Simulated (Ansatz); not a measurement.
Geometry optimisation, Ansatz, DFT PBEsol, scalar-relativistic, plane waves, PAW.

input.yaml

```yaml
crystal:
  lattice:
    - [5.9, 0.0, 0.0]
    - [-4.425, 7.664325, 0.0]
    - [0.0, 0.0, 4.6846]
  atoms:
    - { symbol: Ti, position: [0.0, 0.0, 0.0] }
    - { symbol: Ti, position: [0.1666667, 0.2222222, 0.5] }
    - { symbol: Ti, position: [0.0, 0.3333333, 0.0] }
    - { symbol: Ti, position: [0.1666667, 0.5555556, 0.5] }
    - { symbol: Ti, position: [0.0, 0.6666667, 0.0] }
    - { symbol: Ti, position: [0.1666667, 0.8888889, 0.5] }
    - { symbol: Ti, position: [0.5, 0.0, 0.0] }
    - { symbol: Ti, position: [0.6666667, 0.2222222, 0.5] }
    - { symbol: Ti, position: [0.5, 0.3333333, 0.0] }
    - { symbol: Ti, position: [0.6666667, 0.5555556, 0.5] }
    - { symbol: Ti, position: [0.5, 0.6666667, 0.0] }
    - { symbol: Ti, position: [0.6666667, 0.8888889, 0.5] }
    - { symbol: Li, position: [0.8386588, 0.7832976, 0.7550594] }
basis:
  ecutwfc: 420.0
kpoints:
  mp_grid: { grid: [3, 2, 4] }
hamiltonian:
  xc: pbesol
scf:
  occupations: { method: gaussian, width: 0.05 }
  lower_state_search: "off"
relax:
  f_tol: 0.03
  max_steps: 60
  adjacent_minimum: "off"
```

Command:

```bash
$ ansatz run input.yaml --threads 4 --pin off --max-ram 10240MiB --backend cpu --events-out ev --progress --plain --runs-dir out
```

Where does it end, and by what steps?

The forces met the threshold. Limits of this set-up: coarse k mesh. After 7 steps the energy has fallen by 3.168 eV; Ti12 moved furthest, 0.38 Å.

| step | energy less start (eV) | largest force component (eV/Å) | accepted |
| --- | --- | --- | --- |
| 0 | 0.0000 | 2.771 | yes |
| 1 | -1.8338 | 1.139 | yes |
| 2 | -2.8446 | 0.559 | yes |
| 3 | -3.0950 | 0.342 | yes |
| 4 | -3.1497 | 0.145 | yes |
| 5 | -3.1597 | 0.144 | yes |
| 6 | -3.1676 | 0.058 | yes |
| 7 | -3.1685 | 0.027 | yes |

```xyz
13
Lattice="5.9000 0.0000 0.0000 -4.4250 7.6643 0.0000 0.0000 0.0000 4.6846" Properties=species:S:1:pos:R:3
Ti -0.005 0.300 0.158
Ti -0.058 1.686 2.482
Ti -1.431 2.599 0.201
Ti -1.494 4.321 2.682
Ti -2.765 4.969 0.304
Ti -2.796 6.973 2.035
Ti 2.973 -0.054 -0.334
Ti 2.912 1.668 2.145
Ti 1.533 2.580 -0.134
Ti 1.479 3.954 2.188
Ti -0.151 4.961 0.314
Ti -0.190 6.963 2.045
Li 1.476 5.961 3.505
```

Whether the end is a true minimum wasn't checked by a vibrational analysis.

Time of the run: 21 s on 4 threads of Intel(R) Xeon(R) Platinum 8488C (Sapphire Rapids), with other jobs on the host, peak memory 0.85 GiB.
